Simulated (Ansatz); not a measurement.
# LiCl: how the settings move a single-point run

Question: which choices in the input matter for LiCl?

Program: Ansatz 0.2.0. Level of theory: reference: DFT, PBE, plane waves, PAW. These are calculated values, not measurements.

2 further runs of the same task are left out: 2 that didn't finish.

### 1 The structure to begin with

It takes space group Fm-3m (No. 225, cubic). Conventional cell: a = 5.112 Å, b = 5.112 Å, c = 5.112 Å, α = 90.00°, β = 90.00°, γ = 90.00°. Li (site symmetry m-3m) has 6 Cl at 2.56 Å as nearest neighbours. Cl (site symmetry m-3m) is surrounded by 6 Li at 2.56 Å.

As a file:

```xyz
2
Lattice="0.0000 2.5560 2.5560 2.5560 0.0000 2.5560 2.5560 2.5560 0.0000" Properties=species:S:1:pos:R:3 pbc="T T T"
Li    0.0000    0.0000    0.0000
Cl    2.5560    2.5560    2.5560
```

### 2 Reference

File input.yaml:

```yaml
crystal:
  lattice:
    - [0.0, 2.5560369945, 2.5560369945]
    - [2.5560369945, 0.0, 2.5560369945]
    - [2.5560369945, 2.5560369945, 0.0]
  atoms:
    - { symbol: Li, position: [0.0, 0.0, 0.0] }
    - { symbol: Cl, position: [0.5, 0.5, 0.5] }
kpoints:
  mp_grid: { grid: [6, 6, 6] }
hamiltonian:
  xc: pbe
scf:
  occupations: { method: fixed }
  n_extra_bands: 4
output:
  forces: true
  stress: true
  eigenvalues: true
```

Launch:

```bash
$ ansatz run input.yaml --threads 4 --pin off --max-ram 3686MiB --backend cpu --events-out ev --progress --plain --runs-dir out
```

### 3 Changing settings: occupations.method gaussian, occupations.width 0.05

input.yaml: that of step 2 with these lines changed.

```diff
@@ -13,3 +13,3 @@
 scf:
-  occupations: { method: fixed }
+  occupations: { method: gaussian, width: 0.05 }
   n_extra_bands: 4
```

### 4 Changed: mp_grid.grid [4, 4, 4], xc hse06

input.yaml: that of step 2 with these lines changed.

```diff
@@ -9,5 +9,5 @@
 kpoints:
-  mp_grid: { grid: [6, 6, 6] }
+  mp_grid: { grid: [4, 4, 4] }
 hamiltonian:
-  xc: pbe
+  xc: hse06
 scf:
```

Before running it: what results should come out? Wanted: for each run, ending; energy change; pressure; gap; force.

**Answer**, as computed:

```tsv
run	ending	energy change	pressure (GPa)	gap (eV)	force (eV/Å)	cycles	time
reference	converged	0	0.8	6.39	0.00	6	0.21 s
1: occupations.method gaussian, occupations.width 0.05	converged	0.0 meV/atom (σ→0)	0.8	6.39	0.00	6	0.21 s
2: mp_grid.grid [4, 4, 4], xc hse06	converged	not comparable	0.2	7.79	0.00	10	1.6 s
```

Residual by cycle in the longest SCF loop of each run; runs are numbered as in the table. The quantity is the density residual dr2, in eV.

```tsv
cycle	reference	run 1	run 2
1	1.4e-5	1.3e-5	0.00178
2	3.6e-6	4.6e-6	5.2e-4
3	1.9e-8	2.1e-6	1.0e-4
4	2.4e-9	7.1e-8	1.2e-5
5	3.0e-10	1.7e-9	1.0e-6
6	7.1e-11	2.1e-11	-
```

«occupations.method gaussian, occupations.width 0.05» leaves the energy as it was.
